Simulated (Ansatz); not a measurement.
# CH7BGeO: a ladder of functionals and wavefunction methods

One table from this session's results is given with a row withheld; the runs are named, their logs left out.

Program: Ansatz 0.2.0, Gaussian basis. Level of theory: functionals in def2-TZVPP, the program's frozen cores in correlated methods. These are calculated values, not measurements.

The runs, in order: PBE-D4, r2SCAN-D4, PBE0-D4, B3LYP-D4, ωB97X-V, ωB97M-V, B2PLYP; CCSD(T)/def2-TZVPP; MP2/def2-QZVPP; extrapolation to the limit.

## The relaxed structure

The geometry comes from an earlier relaxation with PBE0-D4 in a triple-zeta def2 set; it is a stationary point, not always the lowest conformer.

SMILES `B[O][GeH2][CH3]`, 11 atoms, charge 0, spin multiplicity 1.

Atoms are counted from 1 here; the program's logs count them from 0.

Bond lengths: B1–O2 1.338 Å, B1–H5 1.208 Å, B1–H6 1.202 Å, O2–Ge3 1.805 Å, Ge3–C4 1.941 Å, Ge3–H7 1.537 Å, Ge3–H8 1.537 Å, C4–H9 1.092 Å, C4–H10 1.090 Å, C4–H11 1.090 Å. Angles: O2–B1–H5 121.4°, O2–B1–H6 117.9°, H5–B1–H6 120.7°, B1–O2–Ge3 128.2°, O2–Ge3–C4 110.9°, O2–Ge3–H7 104.5°, O2–Ge3–H8 104.6°, C4–Ge3–H7 112.6°, C4–Ge3–H8 112.6°, H7–Ge3–H8 111.0°, Ge3–C4–H9 108.9°, Ge3–C4–H10 110.7°, Ge3–C4–H11 110.7°, H9–C4–H10 108.8°, H9–C4–H11 108.8°, H10–C4–H11 108.9°.

As a file:

```xyz
11
charge 0, multiplicity 1
B    -0.9138    1.7399    0.5313
O    -0.0768    0.9613    1.2259
Ge    0.7050   -0.5798    0.7051
C     0.1911   -1.0383   -1.1092
H    -1.2466    1.4588   -0.5952
H    -1.3290    2.7350    1.0631
H     2.2120   -0.3135    0.8434
H     0.2336   -1.6192    1.7339
H     0.6818   -1.9720   -1.3915
H     0.4962   -0.2566   -1.8049
H    -0.8881   -1.1726   -1.1815
```

Set-up of the first run:

in.yaml

```yaml
crystal:
  periodic: [false, false, false]
  atoms:
    - {symbol: B, position_ang: [-0.913831, 1.739941, 0.531283]}
    - {symbol: O, position_ang: [-0.076807, 0.961291, 1.225949]}
    - {symbol: Ge, position_ang: [0.704978, -0.579753, 0.705071]}
    - {symbol: C, position_ang: [0.191087, -1.038267, -1.109189]}
    - {symbol: H, position_ang: [-1.246634, 1.458836, -0.595241]}
    - {symbol: H, position_ang: [-1.329004, 2.734970, 1.063091]}
    - {symbol: H, position_ang: [2.211981, -0.313503, 0.843373]}
    - {symbol: H, position_ang: [0.233577, -1.619214, 1.733911]}
    - {symbol: H, position_ang: [0.681844, -1.971970, -1.391457]}
    - {symbol: H, position_ang: [0.496230, -0.256622, -1.804850]}
    - {symbol: H, position_ang: [-0.888119, -1.172607, -1.181539]}
basis:
  gaussian: {orbitals: def2-TZVPP}
hamiltonian: {xc: pbe, dispersion: d4}
output: {forces: true, orbitals: {seedname: orbitals}}
```

Started as:

```sh
$ ansatz run in.yaml --threads 4 --pin off --events-out ev --progress --plain --max-ram 10444MiB
```

Steps of the session up to this table: PBE-D4 (GGA); r2SCAN-D4 (meta-GGA); PBE0-D4 (hybrid); B3LYP-D4 (hybrid); ωB97X-V (range-separated); ωB97M-V (range-separated); B2PLYP (double hybrid); CCSD(T) in def2-TZVPP; MP2 in def2-QZVPP.

One table of the session follows, with a row left open; its other results are not shown here.

```
            method  atomisation energy (kJ/mol)
            PBE-D4                       3900.9
         r2SCAN-D4                       3892.4
           PBE0-D4                       3858.4
          B3LYP-D4                       3877.2
           ωB97X-V                       3892.7
           ωB97M-V                       3881.0
            B2PLYP                       3847.7
     HF/def2-TZVPP                            ?
    MP2/def2-TZVPP                       3845.4
   CCSD/def2-TZVPP                       3767.5
CCSD(T)/def2-TZVPP                       3811.7
           MP2/CBS                       3918.3
       CCSD(T)/CBS                       3884.7
```

Q: Estimate the row for HF/def2-TZVPP from the others.

**Answer.** atomisation energy (kJ/mol): 2935.5. In the column «atomisation energy (kJ/mol)» it is the lowest.

Limits of these values: Free atoms (1 B, 1 O, 1 Ge, 1 C, 7 H) were run apart at each level; the atomisation energy is their sum less the molecule, without zero-point or spin-orbit terms.
